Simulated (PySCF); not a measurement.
# C5H10ClFSi: circular dichroism and optical rotation

Wanted: circular dichroism and optical rotation for C5H10ClFSi (`C[C@@H]1[C@H](F)[C@H]1[Si@H](C)Cl`).

Computed with PySCF 2.14.0 and routines of our own; the level stands in each step. Atoms count from 0.

## 1. The system as given

18 atoms, charge 0, multiplicity 1; geometry from: GFN2-xTB.

## 2. Circular dichroism and optical rotation: TDDFT CAM-B3LYP/def2-SVPD

What the job is given:

```
{"job": {"kind": "ecd", "xc": "CAM-B3LYP", "basis": "def2-SVPD", "nstates": 16}, "charge": 0, "multiplicity": 1}
C     -2.716405    -0.042772    -0.385760
C     -1.346244    -0.655250    -0.246995
C     -0.689836    -0.745941     1.089353
F     -1.342376    -0.239231     2.176348
C     -0.158736     0.225220     0.079785
Si     1.527948    -0.034131    -0.719965
C      2.879349     0.790619     0.325966
Cl     1.480744     0.813183    -2.557479
H     -3.485007    -0.799958    -0.240341
H     -2.861651     0.739044     0.355773
H     -2.837038     0.387844    -1.378259
H     -1.165345    -1.488513    -0.916366
H     -0.123067    -1.621252     1.381364
H     -0.430594     1.252927     0.296757
H      1.776473    -1.468037    -0.895154
H      2.709540     1.860692     0.416147
H      3.859344     0.654406    -0.122098
H      2.914142     0.377469     1.329269
```

Level: TDDFT CAM-B3LYP/def2-SVPD circular dichroism and optical rotation, one conformer, gas phase.

Launch:

```bash
$ OMP_NUM_THREADS=1 python excited_run.py task.json out
```

The driver reads the jobs from task.json and runs them one after another.

Standard output:

```text
coarse grid: 15968 points
cycle   1  E = -1045.3635579811  dE =  1.040e+00  |g| = 5.589e-01  |ddm| = 6.459e+00
cycle   2  E = -1045.3708431438  dE = -7.285e-03  |g| = 5.946e-01  |ddm| = 1.637e+00
cycle   3  E = -1045.4339980277  dE = -6.315e-02  |g| = 7.537e-02  |ddm| = 7.262e-01
cycle   4  E = -1045.4348687799  dE = -8.708e-04  |g| = 3.143e-02  |ddm| = 1.361e-01
cycle   5  E = -1045.4350830717  dE = -2.143e-04  |g| = 5.068e-03  |ddm| = 5.032e-02
cycle   6  E = -1045.4350890175  dE = -5.946e-06  |g| = 1.594e-03  |ddm| = 1.438e-02
final grid: 145040 points
cycle   7  E = -1045.5709421576  dE = -3.813e-05  |g| = 5.156e-03  |ddm| = 9.143e-02
cycle   8  E = -1045.5709416745  dE =  4.831e-07  |g| = 5.685e-03  |ddm| = 1.814e-02
cycle   9  E = -1045.5709484236  dE = -6.749e-06  |g| = 5.714e-04  |ddm| = 7.138e-03
cycle  10  E = -1045.5709484776  dE = -5.403e-08  |g| = 1.929e-04  |ddm| = 8.512e-04
cycle  11  E = -1045.5709484856  dE = -8.013e-09  |g| = 2.959e-05  |ddm| = 4.302e-04
cycle  12  E = -1045.5709484858  dE = -2.317e-10  |g| = 1.120e-05  |ddm| = 7.930e-05
converged SCF energy = -1045.5709484858

Singlet excitations and rotatory strengths (1e-40 esu^2 cm^2)
state   eV       nm     f(len)   f(vel)    R(len)    R(vel)   main configurations
  1   7.5909   163.3  0.00378  0.00366     5.811     4.687   H->L+1 0.77, H->L+2 0.10
  2   7.6139   162.8  0.01686  0.01657     9.720     9.701   H->L+2 0.47, H->L 0.31
  3   7.9834   155.3  0.03219  0.03450   -42.343   -45.034   H->L 0.51, H->L+2 0.27
  4   8.0397   154.2  0.01433  0.01419   -37.982   -37.303   H-1->L+1 0.42, H-2->L+1 0.28
  5   8.1539   152.1  0.00447  0.00433     0.807     1.008   H-1->L+2 0.42, H-1->L 0.31
  6   8.2814   149.7  0.00904  0.00788    -4.433    -4.302   H->L+3 0.64
  7   8.3242   148.9  0.08251  0.08559    57.225    58.579   H-1->L+1 0.35, H-2->L+1 0.17, H-2->L 0.14
  8   8.3385   148.7  0.00058  0.00079     1.585     1.484   H->L+4 0.62, H->L+3 0.09
  9   8.4465   146.8  0.03070  0.03421    41.041    43.311   H-1->L 0.32, H-1->L+2 0.21, H-2->L+1 0.21
 10   8.6513   143.3  0.03867  0.03852    40.294    42.792   H-3->L+1 0.34, H->L+5 0.18, H-2->L 0.12
 11   8.7022   142.5  0.00460  0.00485    -9.494   -10.335   H-1->L+3 0.30, H-3->L+1 0.15, H-2->L 0.14
 12   8.7598   141.5  0.03081  0.03206   -43.484   -44.249   H-1->L+4 0.34, H-2->L+2 0.22
 13   8.8251   140.5  0.00810  0.00875     7.647     8.508   H-2->L+2 0.14, H-2->L 0.12, H-1->L+3 0.12
 14   8.8681   139.8  0.03416  0.03663    27.253    27.951   H->L+5 0.28, H-2->L+2 0.12, H->L+6 0.11
 15   8.9438   138.6  0.03743  0.03797    56.638    56.894   H-1->L+3 0.32, H-1->L+4 0.17, H-2->L 0.09
 16   9.1130   136.1  0.01093  0.01277     2.827     3.391   H->L+6 0.16, H-3->L+2 0.15, H-3->L 0.11

Specific rotation (deg / (dm g/mL))
    nm     length   length(OI)   velocity    alpha(len)  alpha(vel)
  633.0      11.85      12.17      12.12       98.396     99.078
  589.3      14.04      14.41      14.34       98.724     99.409
  546.0      16.89      17.34      17.25       99.134     99.824
  436.0      30.22      30.97      30.78      100.829    101.538
  405.0      37.14      38.04      37.78      101.598    102.317
  365.0      50.53      51.70      51.28      102.934    103.668
  355.0      55.08      56.34      55.85      103.351    104.090
```

Run time: 1.7 min. Hardware: 1 thread of AMD EPYC 9R14, shared host; peak memory 1.2 GiB.

## 3. Outcome

| quantity | value |
| --- | --- |
| state of largest rotatory strength (velocity form) among 16 (step 2, TDDFT CAM-B3LYP/def2-SVPD) | 8.32 eV, R = +58.6 (velocity), +57.2 (length) ·10⁻⁴⁰ esu² cm² |
| specific rotation at 633.0 nm (step 2, TDDFT CAM-B3LYP/def2-SVPD) | 12.1 (velocity), 11.8 (length) |

What this shows: Rotations belong to one conformer.
